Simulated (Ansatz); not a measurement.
I need a check of forces and pressure against finite differences of La3In (distorted cell). Use the Ansatz DFT code, driven from Python. Use (first run): PBEsol, PAW, cutoff 540 eV, 3×3×3 k-points, Fermi-Dirac smearing of 0.15 eV.

```
CELL_PARAMETERS angstrom
5.13970 -0.03245 -0.02189
-0.03245 5.05678 0.07797
-0.02189 0.07797 5.06742
ATOMIC_POSITIONS crystal
La 0.01005 0.53314 0.51754
La 0.50189 0.99716 0.48103
La 0.52277 0.52142 0.96883
In 0.00620 0.00234 0.02354
```

The script, `fdcheck_la3in.py`:
```python
import warnings

import ansatz as az
import numpy as np

vectors0 = np.array([
    [5.1397, -0.03245, -0.02189],
    [-0.03245, 5.05678, 0.07797],
    [-0.02189, 0.07797, 5.06742],
])
sites = [
    ('La', (0.01005, 0.53314, 0.51754)),
    ('La', (0.50189, 0.99716, 0.48103)),
    ('La', (0.52277, 0.52142, 0.96883)),
    ('In', (0.0062, 0.00234, 0.02354)),
]


def build(cell):
    crystal = az.Crystal(lattice=az.Lattice.of(cell))
    for symbol, position in sites:
        crystal = crystal.atom(symbol, position)
    return crystal

warnings.simplefilter('ignore', az.DeckWarning)

def solve(crystal):
    return (
        crystal.calculation()
        .occupations('Fermi-Dirac', width=0.15)
        .functional('pbesol')
        .basis(540, xc_grid=2)
        .kpoints(3, 3, 3)
        .scf(tolerance=1e-09)
        .forces()
        .stress()
        .run(threads=1)
    ).report


centre = solve(build(vectors0))
start = build(vectors0)
print(f'force on atom 0 along y: analytic {centre["forces_ev_ang"][0][1]:.4f} eV/A')
for h in (0.005, 0.02):
    shift = np.eye(3)[1] * h @ np.linalg.inv(vectors0)
    plus, minus = (solve(start.move(0, to=np.array(sites[0][1]) + sign * shift))['lagrangian_ev'] for sign in (1, -1))
    print(f'  step {h} A: numerical {-(plus - minus) / (2 * h):.4f} eV/A')
volume = abs(np.linalg.det(vectors0))
larger, smaller = (solve(build(vectors0 * (1 + sign * 0.005) ** (1 / 3)))['lagrangian_ev'] for sign in (1, -1))
numerical = -(larger - smaller) / (0.01 * volume) * 160.21766
print(f'pressure: analytic {np.trace(centre["stress_gpa"]) / 3:.3f}, numerical {numerical:.3f} GPa')
```

```console
$ python fdcheck_la3in.py
force on atom 0 along y: analytic -0.3980 eV/A
  step 0.005 A: numerical -0.3980 eV/A
  step 0.02 A: numerical -0.3978 eV/A
pressure: analytic -2.047, numerical -2.046 GPa
```

The mesh is modest for a metal, so energies can be off by several to tens of meV an atom and pressures by half a GPa or more; differences at equal mesh fare better. The smearing is wide enough that free energy and stress hold a thermal part of the electrons. The program warned that this SCF threshold is loose for forces or stresses. Of the deposited cell: the entry's cell lengths or inner coordinates differ somewhat from later room-temperature determinations. Pressure is positive in compression. The cell is a database structure, distorted on purpose. The central difference errs as the square of the step, so the shorter step is the fairer test; what remains comes from the finite grid and the SCF threshold. The script silences the warnings on its input, which a real study should read. The whole script took 89 s on 1 thread of Arm Neoverse V1, on a shared host, peak memory 0.47 GiB.
